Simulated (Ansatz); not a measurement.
# ScB (triplet): from Hartree-Fock to the top rungs at distance Sc1–B2 = 4.700 Å, def2-SVP

How much of the correlation energy of ScB (triplet) does each wave-function method recover here?

Computed with Ansatz 0.2.0, Gaussian basis. Level: def2-SVP, core rule «outside noble gas», up to 10 orbitals frozen.

To be run: UHF; CCSD(T) on ROHF; CCSD(T) on UHF; CISD; CCSDT(Q) on ROHF; CCSDT(Q) on UHF; CASSCF and MRCISD+Q, 4 electrons in 4 orbitals; CASSCF and NEVPT2, 4 electrons in 4 orbitals; Full CI.

46 further runs of the same task are left out: 22 for a known fault of the program, 13 that didn't finish, 11 set aside as unsound or not needed.

### 1 The geometry

The geometry derives from a PBE0/def2-TZVP stationary point (not a proven minimum). One bond is set to the value named and the two fragments are kept rigid.

2 atoms, charge 0, spin multiplicity 3.

Atoms are counted from 1 here; the program's logs count them from 0.

No contacts short enough for the rule that draws bonds.

### 2 UHF

Input file in.yaml:

```yaml
crystal:
  periodic: [false, false, false]
  atoms:
    - {symbol: Sc, position_ang: [0.000000, 0.000000, 0.000000]}
    - {symbol: B, position_ang: [0.000000, 0.000000, 4.700000]}
basis:
  gaussian: {orbitals: def2-SVP}
magnetization: {spin_polarized: true, initial_magnetization: 2}
hamiltonian: {xc: hf}
output: {orbitals: {seedname: orbitals}}
```

Started as:

```console
$ ansatz run in.yaml --threads 1 --pin off --events-out ev --progress --plain --max-ram 2393MiB
```

Further steps of the session: CCSD(T) on ROHF; CCSD(T) on UHF; CISD; CCSDT(Q) on ROHF; CCSDT(Q) on UHF; CASSCF and MRCISD+Q, 4 electrons in 4 orbitals; CASSCF and NEVPT2, 4 electrons in 4 orbitals; Full CI.

Q: Predict the results of all the runs planned. Wanted: FCI from the RHF energy; RMP2 from FCI; UMP2 from FCI; RCCSD from FCI; RCCSD(T) from FCI; UCCSD(T) from FCI; RCCSDT(Q) from FCI; NEVPT2 pair from FCI; T1 diagnostic.

The runs gave:

| quantity | value |
| --- | --- |
| FCI from the ROHF energy | -2.6474 eV |
| RMP2 from FCI | +21.70 kcal/mol |
| UMP2 from FCI | +21.08 kcal/mol |
| RCCSD from FCI | +1.53 kcal/mol |
| RCCSD(T) from FCI | +0.50 kcal/mol |
| UCCSD(T) from FCI | -0.05 kcal/mol |
| RCCSDT(Q) from FCI | -0.02 kcal/mol |
| NEVPT2 pair from FCI | +18.92 kcal/mol |
| levels within 1 kcal/mol (43 meV) | UCCSD, RCCSD(T), UCCSD(T), RCCSDT, RCCSDT(Q) |
| T1 diagnostic | 0.022 |
| effectively unpaired electrons | 2.18 |

**Reading.** RCCSD(T) misses by +0.50 kcal/mol, 0.8 % of the correlation energy. CCSD(T) misses by +0.50 kcal/mol on the restricted determinant and by -0.05 kcal/mol on the unrestricted one; the two need not hold the same state or core. UCCSD(T) falls below full CI: unrestricted runs freeze a spin-polarised core, another one than full CI's, and coupled cluster isn't variational. One determinant dominates. These misses are within one basis, not against nature; the frozen cores of restricted and unrestricted runs differ, which can shift their rows.

Levels on UHF freeze UHF's core orbitals, full CI those of ROHF, so the U rows can settle a little off it for that reason alone.

With open shells the CI space here admits some triples and quadruples, so it is larger than plain CISD.
